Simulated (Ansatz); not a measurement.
Predict the output of the script below (the Python package of Ansatz (0.2.0)).

`freq_brgehs.py`:
```python
import itertools

import ansatz as az
from ase import Atoms
from ase.data import atomic_numbers, covalent_radii
from ase.thermochemistry import IdealGasThermo
import numpy as np

BASIS_SET = 'def2-SVP'
XC = 'B3LYP'

GEOMETRY = '''
S    -0.24430    1.05070   -0.98920
Ge   -0.92960   -0.81010   -0.04740
Br    0.90550   -1.89030    0.81560
H     0.32390    1.58950    0.20070
'''

geometry = az.Crystal.molecule()
for line in GEOMETRY.strip().splitlines():
    symbol, *xyz = line.split()
    geometry = geometry.atom(symbol, [float(v) for v in xyz])

model = (
    geometry.calculation()
    .basis(gaussian=BASIS_SET)
    .functional(XC)
)
symbols = [site.symbol for site in geometry.cartesian_sites]
start = np.array([site.position_ang for site in geometry.cartesian_sites], dtype=float)
rep = model.relax(force_tolerance=0.003, max_steps=100).run(threads=1, pin='off').report
end = np.array(rep['positions_ang'])

radius = [covalent_radii[atomic_numbers[s]] for s in symbols]
span = lambda where, i, j: np.linalg.norm(where[i] - where[j])
bonded = [(i, j) for i, j in itertools.combinations(range(len(symbols)), 2) if min(span(start, i, j), span(end, i, j)) < 1.2 * (radius[i] + radius[j])]
print('pair        before    after (A)')
for i, j in bonded:
    print(f'{symbols[i]}{i}-{symbols[j]}{j}'.ljust(10), f'{span(start, i, j):8.4f} {span(end, i, j):8.4f}')

minimum = az.Crystal.molecule()
for symbol, place in zip(symbols, end):
    minimum = minimum.atom(symbol, place.tolist())
vibrating = (
    minimum.calculation()
    .basis(gaussian=BASIS_SET)
    .functional(XC)
    .phonons(temperatures=(100, 500, 100))
)
vib = vibrating.run(threads=1, pin='off').report['vibrations']
sums = vib['harmonic_sums']
modes = [m['omega_inv_cm'] for m in sums['modes_at_gamma'] if m['rigid_motion'] == 'no']
print('frequencies (1/cm):', ' '.join(f'{w:.0f}' for w in modes))
print('imaginary modes:', sum(w < 0 for w in modes), ' zero-point energy:', round(sums['zero_point_energy_ev'], 4), 'eV')
gas = IdealGasThermo(vib_energies=[w / 8065.544 for w in modes if w > 0], geometry='linear' if len(modes) == 3 * len(symbols) - 5 else 'nonlinear',
                     atoms=Atoms(symbols, positions=end), symmetrynumber=1, spin=0.0)
print(f'H(298 K) - E = {gas.get_enthalpy(298.15, verbose=False):.4f} eV')
print(f'S(298 K, 1 bar) = {96485.33 * gas.get_entropy(298.15, 1e5, verbose=False):.1f} J/(mol K) with symmetry number 1')
```

Output of `python freq_brgehs.py`:
```text
pair        before    after (A)
S0-Ge1       2.1953   2.2688
S0-H3        1.4244   1.3541
Ge1-Br2      2.2976   2.3888
frequencies (1/cm): 133 268 352 373 627 2667
imaginary modes: 0  zero-point energy: 0.274 eV
H(298 K) - E = 0.4306 eV
S(298 K, 1 bar) = 320.5 J/(mol K) with symmetry number 1
```

The frequencies are harmonic and unscaled, in a modest basis. b3lyp holds the VWN-RPA fit, as in Gaussian; the form of ORCA and Turbomole is b3lyp5. The entropy takes a symmetry number of 1; a symmetric molecule's is lower by R ln(sigma). The whole script took 96 s on 1 thread of Arm Neoverse V1 (shared host), peak memory 0.32 GiB.
